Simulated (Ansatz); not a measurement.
# Al: the cost of one run

Program: Ansatz 0.2.0. Level of theory: DFT LDA, scalar-relativistic, plane waves, PAW. These are calculated values, not measurements.

1 further run of the same task is left out (it didn't finish).

## (1) The starting structure

Symmetry: Fm-3m, No. 225, cubic system. The conventional cell has a = 4.050 Å, b = 4.050 Å, c = 4.050 Å, α = 90.00°, β = 90.00°, γ = 90.00°. Al (site symmetry m-3m) is surrounded by 12 Al at 2.86 Å.

As a file:

```
Al
1.0
     0.00000    2.02500    2.02500
     2.02500    0.00000    2.02500
     2.02500    2.02500    0.00000
Al
1
Direct
  0.00000 0.00000 0.00000
```

## (2) Relaxing cell and atoms: Al, no spin

input.yaml reads:

```yaml
crystal:
  lattice:
    - [0.0, 2.025, 2.025]
    - [2.025, 0.0, 2.025]
    - [2.025, 2.025, 0.0]
  atoms:
    - { symbol: Al, position: [0.0, 0.0, 0.0] }
scf:
  occupations: { method: gaussian, width: 0.1 }
output:
  forces: true
  stress: true
  eigenvalues: true
  write_density: true
  write_potential: true
  elf: true
  volumetric_format: npy
kpoints:
  mp_grid: { grid: [34, 34, 34] }
hamiltonian:
  xc: lda
relax:
  f_tol: 0.003
  max_steps: 60
  cell: { stress_tol: 0.02 }
```

Run with:

```
$ ansatz run input.yaml --threads 8 --pin off --max-ram 16384MiB --backend cpu --events-out ev --progress --plain --runs-dir out
```

What time and memory should one allow on 8 threads of Intel Xeon Platinum 8488C (Sapphire Rapids), shared host?

About 6.1 s, with a peak of 0.52 GiB.
